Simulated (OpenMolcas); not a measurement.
**One shape, several levels: SiBrCl3 (bromotrichlorosilane)**

Wanted: a comparison of 6 runs (HF/cc-pVDZ, M06-L/cc-pVDZ, PBE0/cc-pVDZ, TPSS/cc-pVDZ, MP2/cc-pVDZ, CCSD(T)/cc-pVDZ) of SiBrCl3 (bromotrichlorosilane). 

The results are computed with OpenMolcas 26.06.

**1. Starting point**

The species is SiBrCl3 (5 atoms), meant as a singlet with charge 0. As SMILES, `Cl[Si](Cl)(Cl)Br`. Geometry: relaxed at PBE0-D4/def2-TZVP.

Bond lengths: Cl1–Si2 2.023 Å, Si2–Cl3 2.023 Å, Si2–Cl4 2.023 Å, Si2–Br5 2.188 Å. Angles: Cl1–Si2–Cl3 109.3°, Cl1–Si2–Cl4 109.3°, Cl1–Si2–Br5 109.7°, Cl3–Si2–Cl4 109.3°, Cl3–Si2–Br5 109.7°, Cl4–Si2–Br5 109.7°.

**2. Energy and forces at HF/cc-pVDZ (run 1)**

File mol.inp:

```
&GATEWAY
 BasLib=$CurrDir
 Coord
 5
 bohr
 Cl    -1.61174741    -0.41139338     3.44232511
 Si     0.00642507    -0.08050233    -0.00604712
 Cl     3.19458201    -2.18868080    -0.11187179
 Cl    -2.42962088    -1.34113863    -2.66980507
 Br     0.93428060     3.88225335    -0.73302476
 Basis=cc-pVDZ
 Group=NoSym

&SEWARD

&SCF
 Thresholds=1e-10 1e-07 1e-07 1e-05
 PrOrbitals=1 2

&ALASKA
```

The basis set cc-pVDZ is read from a file made from the Basis Set Exchange's data (not shown).

Started as:

```console
$ export MOLCAS_MEM=1860
$ pymolcas mol.inp > mol.log
```

What it wrote:

```text
--- Start Module: gateway ---
[...]
--- Stop Module: gateway /rc=_RC_ALL_IS_WELL_ ---
[...]
      Basis functions           99
[...]
--- Start Module: scf ---
[...]
       Convergence after  12 Iterations
[...]
::    Total SCF energy                              -4240.0280935940
[...]
      Total spin, S                                     0.0000000000
[...]
      Total electronic charge=  100.000000
      Total            charge=   -0.000000
[...]
      Dipole Moment (debye):
      Origin of the operator (angstrom)=    0.1107    0.4155   -0.0872
                   X=  3.7669E-02               Y=  1.6240E-01               Z= -2.9847E-02           Total=  1.6937E-01
      Quadrupole Moment (debye*angstrom):
[...]
--- Stop Module: scf /rc=_RC_ALL_IS_WELL_ ---
[...]
--- Start Module: alaska ---
[...]
 *              Molecular gradients               *
 **************************************************
  Irreducible representation: a
 ------------------------------------------------------------------------------------------
                              X                       Y                       Z
 ------------------------------------------------------------------------------------------
  CL1               4.95798054533125E-03    1.12123176372858E-03   -1.05286299884213E-02
  SI2              -9.44574619559990E-04   -3.94107077348949E-03    7.21952845250229E-04
  CL3              -9.66976649543483E-03    6.52718602005820E-03    3.02728288358256E-04
  CL4               7.45002192913091E-03    3.95671863768499E-03    8.09816559049992E-03
  BR5              -1.79366135935943E-03   -7.66406564787303E-03    1.40578326431751E-03
 ------------------------------------------------------------------------------------------
--- Stop Module: alaska /rc=_RC_ALL_IS_WELL_ ---
[...]
```

Wall time 15 s (1 thread of Intel Xeon Platinum 8488C (Sapphire Rapids), shared host); peak memory 0.55 GiB.

**3. Energy and forces at M06-L/cc-pVDZ (run 2)**

File job.inp:

```
* BrCl3Si Kohn-Sham DFT

&gateway
  baslib
  $CurrDir
  coord
  5
  angstrom
  Cl      -0.852900      -0.217700       1.821600
  Si       0.003400      -0.042600      -0.003200
  Cl       1.690500      -1.158200      -0.059200
  Cl      -1.285700      -0.709700      -1.412800
  Br       0.494400       2.054400      -0.387900
  basis
  cc-pVDZ
  group
  NoSym

&seward
  gridinput
  Grid=UltraFine
  End of Grid

&scf
  ksdft
  M06L
  thresholds
  1e-10 1e-07 1e-07 1e-05
  prorbitals
  0

&alaska
```

The basis set cc-pVDZ is read from a file made from the Basis Set Exchange's data (not shown).

Started as:

```console
$ export MOLCAS_MEM=1860
$ pymolcas job.inp > job.log
```

What it wrote:

```text
--- Start Module: gateway ---
[...]
--- Stop Module: gateway /rc=_RC_ALL_IS_WELL_ ---
[...]
      Basis functions           99
[...]
--- Start Module: scf ---
[...]
       Convergence after  12 Iterations
[...]
::    Total KS-DFT energy                           -4244.3207285561
[...]
      Total spin, S                                     0.0000000000
[...]
      Total electronic charge=  100.000000
      Total            charge=   -0.000000
[...]
      Dipole Moment (debye):
      Origin of the operator (angstrom)=    0.1107    0.4155   -0.0872
                   X=  7.1384E-02               Y=  3.0658E-01               Z= -5.6149E-02           Total=  3.1975E-01
      Quadrupole Moment (debye*angstrom):
[...]
--- Stop Module: scf /rc=_RC_ALL_IS_WELL_ ---
[...]
--- Start Module: alaska ---
[...]
 *              Molecular gradients               *
 **************************************************
  Irreducible representation: a
 ------------------------------------------------------------------------------------------
                              X                       Y                       Z
 ------------------------------------------------------------------------------------------
  CL1               4.59277656129586E-03    1.26489791027762E-03   -9.73972619550523E-03
  SI2              -1.37932681367126E-03   -6.08250317244341E-03    1.11799698916659E-03
  CL3              -8.90803852428235E-03    6.24770929137952E-03    2.09602027127831E-04
  CL4               6.94486296763230E-03    3.92836544062547E-03    7.42211412134708E-03
  BR5              -1.25027419089463E-03   -5.35846946976903E-03    9.90013058000727E-04
 ------------------------------------------------------------------------------------------
--- Stop Module: alaska /rc=_RC_ALL_IS_WELL_ ---
[...]
```

Wall time 36 s (1 thread of Intel Xeon Platinum 8488C (Sapphire Rapids), shared host); peak memory 0.55 GiB.

Runs 3 to 5 aren't shown in full; the table further down has their settings and results.

**4. The energy at CCSD(T)/cc-pVDZ (Cholesky decomposition) (run 6)**

File geom.xyz:

```xyz
5

Cl    -0.852900    -0.217700     1.821600
Si     0.003400    -0.042600    -0.003200
Cl     1.690500    -1.158200    -0.059200
Cl    -1.285700    -0.709700    -1.412800
Br     0.494400     2.054400    -0.387900
```

File mol.input:

```
&gateway
 baslib=$CurrDir
 coord=geom.xyz
 basis=cc-pVDZ
 group=NoSym

&seward
 high

&scf
 thresholds=1e-10 1e-07 1e-07 1e-05
 prorbitals=1

&chcc
 frozen=29
 threshold=1e-08
 maxiterations=80

&cht3
 frozen=29
```

The basis set cc-pVDZ is read from a file made from the Basis Set Exchange's data (not shown).

Started as:

```console
$ export MOLCAS_MEM=1860
$ pymolcas mol.input > mol.log
```

What it wrote:

```text
--- Start Module: gateway ---
[...]
--- Stop Module: gateway /rc=_RC_ALL_IS_WELL_ ---
[...]
      Basis functions           99
[...]
       Convergence after  12 Iterations
[...]
::    Total SCF energy                              -4240.0280933392
[...]
      Total spin, S                                     0.0000000000
[...]
      Total electronic charge=  100.000000
      Total            charge=   -0.000000
[...]
      Dipole Moment (debye):
      Origin of the operator (angstrom)=    0.1107    0.4155   -0.0872
                   X=  3.7668E-02               Y=  1.6240E-01               Z= -2.9847E-02           Total=  1.6937E-01
      Quadrupole Moment (debye*angstrom):
[...]
--- Start Module: chcc ---
[...]
--- Stop Module: chcc /rc=_RC_ALL_IS_WELL_ ---
[...]
--- Start Module: cht3 ---
[...]
--- Stop Module: cht3 /rc=_RC_ALL_IS_WELL_ ---
[...]
```

Wall time 2.2 min (1 thread of Intel Xeon Platinum 8488C (Sapphire Rapids), shared host); peak memory 0.11 GiB.

**5. The series**

| run | level | integration grid | task | energy (Eh) | dipole moment (D) of the reference | HOMO energy (eV) | LUMO energy (eV) | wall time |
| --- | --- | --- | --- | --- | --- | --- | --- | --- |
| 1 | HF/cc-pVDZ | – | gradient | -4240.028094 | 0.17 | -12.11 | 3.10 | 15 s |
| 2 | M06-L/cc-pVDZ | UltraFine | gradient | -4244.320729 | 0.32 | -8.06 | -1.55 | 36 s |
| 3 | PBE0/cc-pVDZ | UltraFine | gradient | -4243.560590 | 0.18 | -9.02 | -0.87 | 31 s |
| 4 | TPSS/cc-pVDZ | UltraFine | gradient | -4244.410392 | 0.16 | -7.78 | -1.61 | 43 s |
| 5 | MP2/cc-pVDZ | – | energy | -4240.644126 | 0.17 | -12.11 | 3.10 | 9.9 s |
| 6 | CCSD(T)/cc-pVDZ (Cholesky decomposition) | – | energy | -4240.700692 | 0.17 | -12.11 | 3.10 | 2.2 min |

**6. Outcome**

```
                                           quantity           value
                                run 6: total energy  -4240.70069 Eh
          run 6: dipole moment (mean-field density)          0.17 D
         run 6: HOMO energy (Hartree–Fock orbitals)       -12.11 eV
         run 6: LUMO energy (Hartree–Fock orbitals)         3.10 eV
       run 6: HOMO–LUMO gap (Hartree–Fock orbitals)        15.21 eV
run 6: correlation energy (29 core orbitals frozen)      -672.6 mEh
                              run 6: (T) correction      -15.57 mEh
```

What this shows: Below the HF energy at the same shape and in the same basis (cc-pVDZ): MP2 -616.0 mEh; CCSD(T) -672.6 mEh. Over runs 1, 2, 3, 4 the dipole moment (its size) runs from 0.16 D (TPSS/cc-pVDZ) to 0.32 D (M06-L/cc-pVDZ). Over runs 1, 2, 3, 4 the HOMO–LUMO gap runs from 6.16 eV (TPSS/cc-pVDZ) to 15.21 eV (HF/cc-pVDZ). Exact exchange widens orbital gaps. Totals of different functionals can't be ranked against each other. All runs together took 4.4 min, the longest 2.2 min.
